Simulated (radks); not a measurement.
# Xe with its nuclear charge varied continuously

One table from this session's results is given with a row withheld; the runs are named, their logs left out.

The numbers are computed with radks (a radial shooting solver on a logarithmic mesh, Libxc functionals) version 1 (scalar-relativistic Kohn-Sham, PBE, spin-polarised, spherical densities, finite nucleus), except any that are marked as measured or tabulated.

**What is computed**

* element: xenon (Z = 54)
* charge: 0
* electrons: 54
* configuration: [Xe]
* nuclear rms radius: 4.7859 fm

The outer shells:

Xe
```
[Kr] core
4d [↑↓][↑↓][↑↓][↑↓][↑↓]
5s [↑↓]
5p [↑↓][↑↓][↑↓]
```

Set-up of the first run:

Settings of this run:

```text
Z 54
configuration [Xe]
relativity scalar-relativistic
functional pbe,pbe
spin polarised
nucleus finite rms 4.7859 fm
c 137.035999084
```

Among the steps run: Z = 54.

One of the session's tables, all rows but one given; the rest of the session is left out.

It belongs to the step «Z = 54». Radial moments (bohr):

| level | <r> | outermost maximum (interpolated) | 90 % within | nodes |
| --- | --- | --- | --- | --- |
| 3s | 0.3064 | 0.279 | 0.450 | 2 |
| 3p | ? | ? | ? | ? |
| 3d | 0.2809 | 0.226 | 0.441 | 0 |
| 4s | 0.7167 | 0.661 | 1.03 | 3 |
| 4p | 0.7649 | 0.693 | 1.12 | 2 |
| 4d | 0.8768 | 0.748 | 1.33 | 1 |
| 5s | 1.862 | 1.63 | 2.72 | 4 |
| 5p | 2.313 | 1.91 | 3.48 | 3 |

**Question.** Estimate the row for 3p.

The run gave: <r>: 0.3044; outermost maximum (interpolated): 0.273; 90 % within: 0.456; nodes: 1. In the column «<r>» it lies between 3d (0.2809) and 3s (0.3064).

Caveats from the session: At Z = 54 the central difference of E is -335.103 hartree, against -333.780 from the Hellmann-Feynman theorem; the scalar-relativistic energy here is not variational, so the two differ by a part that grows with Z.
